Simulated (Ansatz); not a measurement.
# CH3ClO2Si: the cost of one run

Method: RKS PBE0-D4/def2-SVP, in Ansatz 0.2.0.

## (1) The system as given

Bond lengths: O1–Si2 1.605 Å, Si2–O3 1.665 Å, Si2–C4 1.795 Å, O3–C4 1.343 Å, C4–Cl5 1.805 Å, O1–H6 1.044 Å, Si2–H7 1.508 Å, C4–H8 1.068 Å. Angles: O1–Si2–O3 108.9°, O1–Si2–C4 123.9°, O1–Si2–H7 113.9°, O3–Si2–C4 45.5°, O3–Si2–H7 108.7°, C4–Si2–H7 121.5°, Si2–O1–H6 114.1°, Si2–O3–C4 72.4°, Si2–C4–O3 62.1°, Si2–C4–Cl5 117.9°, Si2–C4–H8 120.5°, O3–C4–Cl5 117.1°, O3–C4–H8 123.3°, Cl5–C4–H8 109.3°.

Coordinates:

```xyz
8

O    -0.0566    1.0775    1.5419
Si    0.5032   -0.1293    0.6436
O     0.6153    0.3814   -0.9368
C    -0.2406   -0.6530   -0.9043
Cl   -1.9880   -0.2838   -1.1689
H    -0.5770    1.8044    1.0031
H     1.8519   -0.6422    1.0817
H    -0.0161   -1.6120   -1.3162
```

## (2) Relaxing end A

Input file input.yaml:

```yaml
crystal:
  periodic: [false, false, false]
  atoms:
    - { symbol: O, position_ang: [-0.0566, 1.0775, 1.5419] }
    - { symbol: Si, position_ang: [0.5032, -0.1293, 0.6436] }
    - { symbol: O, position_ang: [0.6153, 0.3814, -0.9368] }
    - { symbol: C, position_ang: [-0.2406, -0.653, -0.9043] }
    - { symbol: Cl, position_ang: [-1.988, -0.2838, -1.1689] }
    - { symbol: H, position_ang: [-0.577, 1.8044, 1.0031] }
    - { symbol: H, position_ang: [1.8519, -0.6422, 1.0817] }
    - { symbol: H, position_ang: [-0.0161, -1.612, -1.3162] }
basis:
  gaussian: { orbitals: def2-SVP }
hamiltonian:
  xc: pbe0
  dispersion: d4
relax:
  f_tol: 0.015
  max_steps: 40
```

On the command line:

```
> ansatz run input.yaml --threads 2 --pin off --max-ram 3072MiB --backend cpu --events-out ev --progress --plain --runs-dir out
```

Q: Estimate wall time and peak memory on 2 threads of Intel Xeon Platinum 8259CL at 2.50GHz (Skylake/Cascade Lake), shared host.

About 24 s, with a peak of 0.21 GiB.
